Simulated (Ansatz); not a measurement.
**Ta (Ta (100), 3 layers): how the settings move a single-point run**

Question: which choices in the input matter for Ta (Ta (100), 3 layers)?

Computed with Ansatz 0.2.0 (reference: DFT, PBEsol, all-electron LAPW, scalar-relativistic, unless a step's input says otherwise).

**1. The system as given**

The structure is tetragonal, space group P4/mmm (No. 123). The conventional cell has a = 3.282 Å, b = 3.282 Å, c = 19.282 Å, α = 90.00°, β = 90.00°, γ = 90.00°. Ta (site symmetry 4mm) is surrounded by 4 Ta at 2.84 Å. Ta (site symmetry 4/mmm) is surrounded by 8 Ta at 2.84 Å.

Coordinates:

```
CELL_PARAMETERS angstrom
3.28205 0.00000 0.00000
0.00000 3.28205 0.00000
0.00000 0.00000 19.28200
ATOMIC_POSITIONS crystal
Ta 0.00000 0.00000 0.41489
Ta 0.50000 0.50000 0.50000
Ta 0.00000 0.00000 0.58511
```

**2. The reference run**

Input file input.yaml:

```yaml
crystal:
  lattice:
    - [3.2820482176, 0.0, 0.0]
    - [0.0, 3.2820482176, 0.0]
    - [0.0, 0.0, 19.282]
  atoms:
    - { symbol: Ta, position: [0.0, 0.0, 0.4148934701] }
    - { symbol: Ta, position: [0.5, 0.5, 0.5] }
    - { symbol: Ta, position: [0.0, 0.0, 0.5851065299] }
kpoints:
  mp_grid: { grid: [12, 12, 1] }
scf:
  occupations: { method: fermi_dirac, width: 0.05 }
hamiltonian:
  xc: pbesol
  pseudopotentials: { kind: all_electron, lapw: { basis_error: 0.001 } }
output:
  forces: true
  stress: true
  eigenvalues: true
  populations: true
  dos: { projected: true, de: 0.2, e_range: [-14, 8] }
efield:
  axis: 3
  amplitude: 0
  dipole_correction: true
```

Started as:

```console
$ ansatz run input.yaml --threads 1 --pin off --max-ram 3584MiB --backend cpu --events-out ev --progress --plain --runs-dir out
```

**3. Changed: preconditioner kerker_dos, scf.algorithm direct_min**

Edit input.yaml of step 2 so:

```diff
@@ -13,2 +13,4 @@
   occupations: { method: fermi_dirac, width: 0.05 }
+  mixing: { preconditioner: kerker_dos }
+  algorithm: direct_min
 hamiltonian:
@@ -21,3 +23,2 @@
   populations: true
-  dos: { projected: true, de: 0.2, e_range: [-14, 8] }
 efield:
```

Before running it: what results should come out? Wanted: for each run, ending; energy change; gap; force.

The runs gave:

| run | ending | energy change | gap (eV) | force (eV/Å) | cycles | time |
| --- | --- | --- | --- | --- | --- | --- |
| reference | converged | 0 | 0.00 | 1.98 | 12 | 1.8 min |
| 1: preconditioner kerker_dos, scf.algorithm direct_min | converged | 0.0 meV/atom | 0.00 | 1.98 | 8 | 3.5 min |

Times don't compare one to one where runs were asked for different outputs or read a saved state (see the inputs); cycles may leave out searches for a lower state.

Residual by cycle in the longest SCF loop of each run; runs are numbered as in the table. The quantity is the density residual dr2, in eV.

```
cycle  reference    run 1
    1       26.2     26.2
    2       50.8    0.729
    3       2.39    0.203
    4     0.0941  0.00161
    5     0.0779   3.6e-5
    6    0.00898   1.7e-6
    7    0.00113   1.2e-7
    8     2.2e-4   1.0e-8
    9     3.4e-5        -
   10     2.7e-6        -
   11     6.4e-7        -
   12     9.6e-8        -
```

What this shows: Same state: the changed mixing and solver leaves the energy within 0.5 meV/atom.
